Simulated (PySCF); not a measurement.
# The bond of GeB, level by level

The task here is to estimate one member of a computed series from the others.

The runs use PySCF 2.14.0; Ge cc-pVDZ-PP with ECP10, B cc-pVDZ, scalar-relativistic core potentials.

The first run:

Settings of the job:

```json
{
 "atoms": "Ge, B",
 "charge": "0",
 "basis": "Ge cc-pVDZ-PP with ECP10, B cc-pVDZ",
 "Hamiltonian": "scalar-relativistic core potentials",
 "basis functions": "37",
 "electrons treated": "27",
 "masses in u": "73.9212, 11.0093",
 "levels": "PBE0, PBE, r²SCAN, LDA, B97-3, PBEsol, ωB97X, HF, MP2, SCS-MP2, CCSD, CCSD(T)",
 "grid": "80 radial by 434 angular points",
 "occupations": "held fixed by the projection of orbital angular momentum",
 "dissociation limit": "Ge + B, each in its ground configuration",
 "starting distance in angstrom": "1.975",
 "values of 2S to try": "1, 3"
}
```

Run with:

```sh
$ OMP_NUM_THREADS=1 python dia.py task.json out
```

Steps of the session up to this table: Input; The PBE0 curve of the state that the search chose; Excited determinants; PBE; r²SCAN (meta-GGA); LDA (local density); B97-3 (global hybrid GGA); PBEsol (GGA); ωB97X; UHF (mean field); MP2 and coupled cluster.

One of the session's tables, all rows but one given; the rest of the session is left out.

It belongs to the step «The curves together». Energy (eV) from each level's lowest point:

```
R (Å)    UHF  UHF-MP2  UHF-SCS-MP2  UHF-CCSD  UHF-CCSD(T)
1.715  0.724    0.930        0.924       n/a          n/a
1.795  0.274    0.425        0.422     0.446        0.476
1.874      ?        ?            ?         ?            ?
1.934  0.000    0.036        0.036     0.042        0.051
1.994  0.014    0.000        0.000     0.000        0.000
2.054  0.076    0.021        0.018     0.010        0.003
2.134  0.204    0.122        0.110     0.082        0.069
2.233  0.394    0.338        0.306     0.236        0.218
2.353  0.628    0.665        0.599     0.474        0.455
2.512  0.917    1.128        1.004       n/a          n/a
```

**Question.** Estimate the row for R (Å) = 1.874.

Worked estimate for «UHF». A straight line through the neighbours (1.795, 0.274) and (1.934, 0.000) gives 0.274 + (0.000 − 0.274) × (1.874 − 1.795) / (1.934 − 1.795) = 0.118; a parabola fitted to 4 rows on both sides gives 0.046.

The run gave: UHF: 0.054; UHF-MP2: 0.141; UHF-SCS-MP2: 0.141; UHF-CCSD: 0.154; UHF-CCSD(T): 0.171. In «UHF» the line misses by +0.064 and the parabola by -0.008.

State 4 has its PBE0 minimum 1.09 eV higher. The other levels ran on the lowest alone.
